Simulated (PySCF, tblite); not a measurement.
# C4H10AlClO2: geometry, infrared bands and NMR shifts

What infrared bands and NMR shifts should C4H10AlClO2 (`C[O+](CC=O)[AlH2-][CH2]Cl`) show?

The runs use tblite 0.8.0 and PySCF 2.14.0, with density-fitted response routines of our own; the level of theory stands in each step. All values are computed, except where a source is named. Atoms are numbered from 0 throughout.

## 1. The starting structure

18 atoms, charge 0, multiplicity 1; geometry from: force field or distance geometry start.

Bonds of the start (Å): C0–O1 1.37, O1–C2 1.34, C2–C3 1.50, C3–O4 1.22, O1–Al5 1.78, Al5–C6 1.99, C6–Cl7 1.78, C0–H8 1.13, C0–H9 1.12, C0–H10 1.11, C2–H11 1.11, C2–H12 1.12, C3–H13 1.09, Al5–H14 1.60, Al5–H15 1.60, C6–H16 1.13, C6–H17 1.10.

## 2. Geometry optimisation with GFN2-xTB

Job settings and geometry (Å):

```
{"job": {"kind": "relax", "xc": "GFN2-xTB", "basis": "xTB"}, "charge": 0, "multiplicity": 1}
C     -0.437800    -0.929200     1.451200
O     -0.225300    -0.385600     0.210900
C     -1.164700    -0.520000    -0.737600
C     -2.451100     0.127400    -0.321800
O     -3.413700     0.088700    -1.067800
Al     0.920900     0.967500     0.094100
C      2.597500     0.522900    -0.889700
Cl     3.009000    -1.197700    -0.703100
H      0.465900    -0.711200     2.085400
H     -1.313700    -0.519100     2.019100
H     -0.549100    -2.034800     1.462300
H     -0.836700     0.018700    -1.648600
H     -1.374300    -1.575600    -1.055000
H     -2.493500     0.595700     0.664600
H      1.255900     1.513900     1.558900
H      0.205400     2.149400    -0.703900
H      3.401300     1.198300    -0.469700
H      2.395100     0.697000    -1.961000
```

Started as:

```sh
$ OMP_NUM_THREADS=1 python probes_run.py task.json out
```

The driver reads the jobs from task.json and runs them one after another.

**Question.** This job is followed by: GFN2-xTB harmonic vibrations, gas phase; GIAO PBE0/pcSseg-1 NMR shielding, non-relativistic, gas phase. What will the session give for the following? strongest single infrared mode (GFN2-xTB); zero-point energy (GFN2-xTB); 13C shifts against TMS (PBE0/pcSseg-1); 1H shifts against TMS (PBE0/pcSseg-1, means over atoms taken as alike); 17O shifts against H2O (PBE0/pcSseg-1); 27Al shifts against AlH4- (PBE0/pcSseg-1); 35Cl shifts against HCl (PBE0/pcSseg-1); surface potential, 1st and 99th percentile.

As calculated:

| quantity | value |
| --- | --- |
| strongest single infrared mode (GFN2-xTB) | 705 cm⁻¹, 566 km/mol |
| zero-point energy (GFN2-xTB) | 79.7 kcal/mol |
| 13C shifts against TMS (PBE0/pcSseg-1) | 206.7, 81.6, 65.0, 26.3 ppm |
| 1H shifts against TMS (PBE0/pcSseg-1, means over atoms taken as alike) | 10.17, 4.74, 4.56, 4.19, 2.68 ppm |
| 17O shifts against H2O (PBE0/pcSseg-1) | 733.6, 12.4 ppm |
| 27Al shifts against AlH4- (PBE0/pcSseg-1) | 72.4 ppm |
| 35Cl shifts against HCl (PBE0/pcSseg-1) | 20 ppm |
| surface potential, 1st and 99th percentile | -1.09 V and 1.74 V |

Relaxing lowered the energy by 1.037 eV in 140 steps; the close pair that moved most is Al5–Cl7, from 3.112 to 2.575 Å. No mode is imaginary among the 48: a minimum at this level. The strongest single mode, at 705 cm⁻¹, moves mainly H15 and H14. Unscaled tight-binding wavenumbers are off by several per cent, some by more. Its intensities can rank the bands wrongly. The most deshielded carbon is C3 (aldehyde carbonyl carbon), at 206.7 ppm: low-lying n→π* states of the double bond to the heteroatom give a large paramagnetic term (-270 ppm). H13 (hydrogen on an aldehyde carbonyl carbon) lies farthest downfield among hydrogen, at 10.17 ppm; deshielded by the polar, anisotropic C=O bond. At PBE0/pcSseg-1: The widest tensor belongs to O4: span 1466 ppm, with a paramagnetic part of -790 ppm. At PBE0/pcSseg-1, counted by nearest atom on the grid, the HOMO lies on Cl7 29 %; H15 25 %, the LUMO on C3 40 %; O4 32 %.
